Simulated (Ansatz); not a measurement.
Crystal: LaFeAsO.

```xyz
8
Lattice="4.0353 0.0000 0.0000 0.0000 4.0353 0.0000 0.0000 0.0000 8.7409" Properties=species:S:1:pos:R:3 pbc="T T T"
La    0.0000    2.0177    7.5037
La    2.0177    0.0000    1.2372
As    0.0000    2.0177    3.0488
As    2.0177    0.0000    5.6921
Fe    2.0177    2.0177    4.3704
Fe    0.0000    0.0000    4.3704
O     2.0177    2.0177    0.0000
O     0.0000    0.0000    0.0000
```

Below is the output of Ansatz 0.2.0 for this cell. Logs are shortened: lines on timing, memory, paths and dates and some standing lists are left out, and cuts for length are marked.

```text
Warning: RAYON_NUM_THREADS=4 ignored (pool sized by the plan → 4); use --threads N
Engine: ansatz 0.2.0, x86_64-unknown-linux-gnu
Pseudopotentials: kind: paw
Pseudopotential: La, paw, valence charge 11, recommended cutoff 420 eV (normal), La.paw.azcp
Pseudopotential: As, paw, valence charge 15, recommended cutoff 420 eV (normal), As.paw.azcp
Pseudopotential: Fe, paw, valence charge 16, recommended cutoff 420 eV (normal), Fe.paw.azcp
Pseudopotential: O, paw, valence charge 6, recommended cutoff 420 eV (normal), O.paw.azcp
Functional definition: PBEsol
  exchange = pbesol_x
  correlation = pbesol_c
Crystal: 8 atoms, lattice volume = 142.336 Å³
Basis set: ecut = 420 eV, 2773 PW (Γ), exchange–correlation on 54×54×120 points (8 copies of the dense FFT grid, shifted against one another)
Bands: 58, of which v1, the nominal top of the filled ones, is band 48 counted from 1 (47 counted from 0)
Symmetry: 16 space group operations
Space group: P4/nmm (ITA 129), of the structure as read, at distance tolerance 5.2e-5 Å
k-points: 20 of 147
Non-local potential: La, projectors of the file, l = 0: 3, l = 1: 2, l = 2: 2, l = 3: 3
[... 47 lines left out ...]
  E_core_change = 2.700855  (= ΣΔE_core)
  E_smearing   = -0.030461  (= −TS)
  E_closure    = -0.000000  (closes the sum)
  Σ components = -31977.323493   (vs F -31977.323493, Δ=0.00e0)
--- Forces (eV/Å), atoms counted from 1 ---
  atom   1  La     0.00000000     0.00000000     0.09163491
  atom   2  La     0.00000000     0.00000000    -0.09163491
  atom   3  As     0.00000000     0.00000000     1.52670606
  atom   4  As     0.00000000     0.00000000    -1.52670606
  atom   5  Fe     0.00000000     0.00000000     0.00000000
  atom   6  Fe     0.00000000     0.00000000    -0.00000000
  atom   7  O      0.00000000     0.00000000    -0.00000000
  atom   8  O      0.00000000     0.00000000    -0.00000000
  max |Σ_I F_I| component: 3.61e-16 eV/Å
--- Stress (GPa, compression-positive) ---
       -8.473177       0.000000       0.000000
        0.000000      -8.473177       0.000000
        0.000000       0.000000      -7.730687
  P = ⅓ Tr σ = -8.2257 GPa (-82.257 kbar)
--- Band table (eV; the first three rows and the last of 20) ---
  k-point 0: bands = ["-73.7985", "-73.7881", "-40.1155", "-40.1155", "-40.0568", "-40.0568", "-39.8916", "-39.8788", "-22.9291", "-22.9273", "-22.9188", "-22.9182", "-22.9182", "-22.9179", "-22.9177", "-22.9177", "-22.9032", "-22.9030", "-19.7240", "-19.4994", "-6.9664", "-5.6144", "-3.6040", "-3.6040", "-3.1945", "-3.1100", "-3.1100", "-1.8944", "0.7012", "1.7186", "7.2212", "7.6335", "7.9043", "7.9043", "8.1282", "8.9650", "8.9650", "9.1219", "9.6988", "9.6988", "10.0469", "10.0469", "10.3691", "11.6386", "12.0222", "12.3621", "12.5015", "12.5015", "12.9438", "13.2816", "14.3424", "14.4621", "14.7230", "14.7230", "14.9839", "15.2057", "15.2057", "15.2588"]
  k-point 1: bands = ["-73.7985", "-73.7881", "-40.1155", "-40.1155", "-40.0568", "-40.0568", "-39.8916", "-39.8788", "-22.9291", "-22.9273", "-22.9188", "-22.9182", "-22.9182", "-22.9179", "-22.9178", "-22.9178", "-22.9032", "-22.9030", "-19.7239", "-19.4995", "-6.9655", "-5.6144", "-3.6041", "-3.6041", "-3.2166", "-3.1099", "-3.1099", "-1.8523", "0.6504", "1.7571", "6.9476", "7.6280", "7.8920", "7.8920", "8.5551", "9.0540", "9.0643", "9.0643", "9.5020", "9.5020", "10.1693", "10.1693", "10.3692", "11.7182", "12.1079", "12.3612", "12.5033", "12.5033", "12.9365", "12.9438", "13.9879", "14.5546", "14.5546", "14.6902", "14.9830", "15.2989", "15.2989", "15.3368"]
  k-point 2: bands = ["-73.7980", "-73.7886", "-40.1128", "-40.1126", "-40.0599", "-40.0597", "-39.8909", "-39.8794", "-22.9288", "-22.9272", "-22.9188", "-22.9184", "-22.9182", "-22.9180", "-22.9179", "-22.9178", "-22.9031", "-22.9029", "-19.7034", "-19.5005", "-6.9964", "-5.9202", "-3.5704", "-3.3920", "-3.2417", "-3.1237", "-3.1103", "-1.7669", "0.7652", "1.7332", "7.3750", "7.7063", "7.9376", "7.9533", "8.1027", "8.8830", "9.1487", "9.1737", "9.5195", "9.6406", "9.6998", "9.9685", "10.4660", "11.6980", "12.0483", "12.1701", "12.2573", "12.3355", "13.0794", "13.4513", "13.8007", "14.5176", "14.5369", "14.8731", "15.0815", "15.0924", "15.1978", "15.2320"]
  k-point 19: bands = ["-73.7935", "-73.7930", "-40.1224", "-40.1195", "-40.0545", "-40.0516", "-39.8852", "-39.8845", "-22.9266", "-22.9265", "-22.9201", "-22.9201", "-22.9189", "-22.9189", "-22.9182", "-22.9181", "-22.9025", "-22.9025", "-19.5173", "-19.5058", "-7.3245", "-7.2903", "-3.6486", "-3.5161", "-3.5034", "-3.3872", "-1.4979", "-1.4327", "1.7333", "1.8000", "7.2508", "7.5015", "7.7196", "7.9895", "8.9215", "8.9506", "9.2896", "9.4276", "9.4300", "9.6105", "10.0368", "10.1830", "10.8923", "10.9532", "11.0818", "11.1887", "11.8505", "12.0180", "12.1530", "12.2541", "13.1815", "13.2175", "14.9824", "15.0149", "15.0955", "15.1467", "15.2307", "15.2412"]
```

Problem. Write the input and the command behind it.

Solution. Single point with PBEsol, no spin polarisation. The files as run (others can give the same):

input.yaml
```yaml
crystal:
  lattice:
    - [4.03533, 0.0, 0.0]
    - [0.0, 4.03533, 0.0]
    - [0.0, 0.0, 8.7409]
  atoms:
    - { symbol: La, position: [0.0, 0.5, 0.85846] }
    - { symbol: La, position: [0.5, 0.0, 0.14154] }
    - { symbol: As, position: [0.0, 0.5, 0.3488] }
    - { symbol: As, position: [0.5, 0.0, 0.6512] }
    - { symbol: Fe, position: [0.5, 0.5, 0.5] }
    - { symbol: Fe, position: [0.0, 0.0, 0.5] }
    - { symbol: O, position: [0.5, 0.5, 0.0] }
    - { symbol: O, position: [0.0, 0.0, 0.0] }
hamiltonian:
  xc: pbesol
  pseudopotentials: { kind: paw }
kpoints:
  mp_grid: { grid: [7, 7, 3] }
scf:
  occupations: { method: fermi_dirac, width: 0.05 }
output:
  forces: true
  stress: true
  eigenvalues: true
  write_density: true
  write_potential: true
  elf: true
  volumetric_format: npy
```

Potentials or basis: Ansatz PAW.
Run with:
```bash
$ ansatz run input.yaml --threads 4 --pin off --max-ram 11264MiB --backend cpu --events-out ev --progress --plain --runs-dir out
```

Caveat: the run has no spin polarisation, though such a crystal can be magnetic; semilocal functionals often make such compounds metallic where correlation or magnetic order opens a gap, which also shifts bond lengths; the PAW data sets come from PBE, with cores solved anew for the run's functional, which leaves a small shift of forces and pressure; forces of over 1 eV/Å show positions far from the minimum, so gaps and moduli don't describe the material at rest.
